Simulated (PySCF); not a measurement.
# C5H4BFO2: electronic excitations

Aim: predict the electronic excitations of C5H4BFO2 (`C#C[B@H-]1OC(F)=CC=[O+]1`).

The runs use PySCF 2.14.0, with density-fitted response routines of our own; the level of theory stands in each step. All values are computed, except where a source is named. Atoms are numbered from 0 throughout.

## 1. Starting geometry

13 atoms, charge 0, multiplicity 1; geometry from: GFN2-xTB.

Bonds of the start (Å): C0–C1 1.20, C1–B2 1.55, B2–O3 1.59, O3–C4 1.24, C4–F5 1.34, C4–C6 1.39, C6–C7 1.39, C7–O8 1.26, O8–B2 1.54, C0–H9 1.05, B2–H10 1.18, C6–H11 1.07, C7–H12 1.09.

## 2. Excited states and response: CAM-B3LYP/def2-SVPD

The job: settings as JSON, then the geometry in Å.

```
{"job": {"kind": "uv", "xc": "CAM-B3LYP", "basis": "def2-SVPD", "nstates": 8, "ntriplets": 3}, "charge": 0, "multiplicity": 1}
C      2.911460     0.233641    -0.513407
C      1.940924     0.154290     0.189962
B      0.651674     0.049728     1.044994
O     -0.284328     1.257452     0.618505
C     -1.219493     1.044129    -0.170831
F     -1.874342     2.140513    -0.573220
C     -1.676233    -0.183725    -0.633648
C     -1.039412    -1.299450    -0.106817
O     -0.058915    -1.266235     0.683398
H      3.776078     0.309179    -1.108046
H      0.783780     0.105864     2.217984
H     -2.508281    -0.250033    -1.307270
H     -1.407301    -2.294868    -0.359332
```

With the program's defaults for keys left out, this is: TDDFT CAM-B3LYP/def2-SVPD, vertical, gas phase, core orbitals frozen in the response.

On the command line:

```sh
> OMP_NUM_THREADS=1 python probes_run.py task.json out
```

This one command runs all jobs of the session in turn.

Predict these results of the whole session: lowest singlet (CAM-B3LYP/def2-SVPD); lowest triplet.

As calculated:

| quantity | value |
| --- | --- |
| lowest singlet (CAM-B3LYP/def2-SVPD) | 4.57 eV (271 nm), f = 0.090 |
| lowest triplet | 3.15 eV |

What this shows: The lowest singlet, at 4.57 eV, is HOMO→LUMO 0.45, HOMO−2→LUMO 0.43 and is bright. The lowest triplet lies 1.42 eV below the lowest singlet (triplets in Tamm-Dancoff, singlets in full TDDFT).
